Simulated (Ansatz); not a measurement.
Working through an atomisation energy of C₂H₈SSn, SMILES CC[S][SnH3]

With Ansatz 0.2.0 through its Python package.

At the Python prompt:
```pycon
>>> from collections import Counter
>>> import ansatz as az
>>> def energy(molecule, charge=0, unpaired=0):
...     calc = (
...         molecule.calculation()
...         .basis(gaussian="def2-SVP")
...         .correlation("MP2")
...     )
...     if charge:
...         calc = calc.charge(charge)
...     if unpaired:
...         calc = calc.spin("collinear", total=unpaired)
...     report = calc.run(threads=1, pin="off").report
...     if report["published_state_doubts"]:
...         print("  doubts:", report["published_state_doubts"])
...     return report["free_energy_ev"]
...
>>> geometry_ang = [
...     ("C", (-1.4672, 0.5051, 0.4752)),
...     ("C", (-0.6524, -0.6393, 0.863)),
...     ("S", (1.0018, -0.0876, 1.2925)),
...     ("Sn", (1.9166, 0.0141, -0.981)),
...     ("H", (-1.1049, 1.0353, -0.4607)),
...     ("H", (-1.56, 1.3038, 1.2908)),
...     ("H", (-2.5188, 0.2018, 0.2459)),
...     ("H", (-0.5764, -1.3659, 0.0359)),
...     ("H", (-1.0956, -1.1086, 1.7949)),
...     ("H", (3.5776, 0.2539, -0.9471)),
...     ("H", (1.4629, -1.5036, -1.7663)),
...     ("H", (1.0932, 1.3357, -1.8091)),
... ]
>>> molecule = az.Crystal.molecule()
>>> for symbol, xyz in geometry_ang:
...     molecule = molecule.atom(symbol, xyz)
...
>>> # unpaired electrons of the ground-state atoms
>>> unpaired = {"C": 2, "S": 2, "Sn": 2, "H": 1}
>>> counts = Counter(site.symbol for site in molecule.cartesian_sites)
>>> atom_energy = {s: energy(az.Crystal.molecule().atom(s, (0, 0, 0)), 0, unpaired[s]) for s in counts}
>>> whole = energy(molecule, 0, 0)
>>> for s, e in atom_energy.items():
...     print(f"{s:2s} x{counts[s]}  {e:14.5f} eV")
...
C  x2     -1025.74186 eV
S  x1    -10815.12283 eV
Sn x1     -5806.69952 eV
H  x8       -13.58606 eV
>>> print(f"C2H8SSn: {whole:.5f} eV")
C2H8SSn: -18819.69227 eV
>>> split = sum(counts[s] * e for s, e in atom_energy.items()) - whole
>>> print(f"atomisation energy (no zero-point term): {split:.3f} eV, {split / sum(counts.values()):.3f} eV an atom")
atomisation energy (no zero-point term): 37.698 eV, 3.141 eV an atom
```

37.698 eV from the electronic energies, without the zero-point term.

Notes:
- Total energies depend on the basis set; only differences at equal settings carry meaning.
- The geometry is a force-field or estimated start, not a minimum of this method, and the basis set is short of its limit. All parts are taken at fixed geometry, without zero-point energy.
- def2 sets replace the cores of elements past krypton by effective core potentials.
- In double-zeta sets correlated atomisation energies come out some 10 to 15 % low.
- The spin-orbit lowering of heavy atoms is left out.
- Finished in 3.1 s on 1 thread of Arm Neoverse V2, with other jobs on the host, peak memory 0.29 GiB.
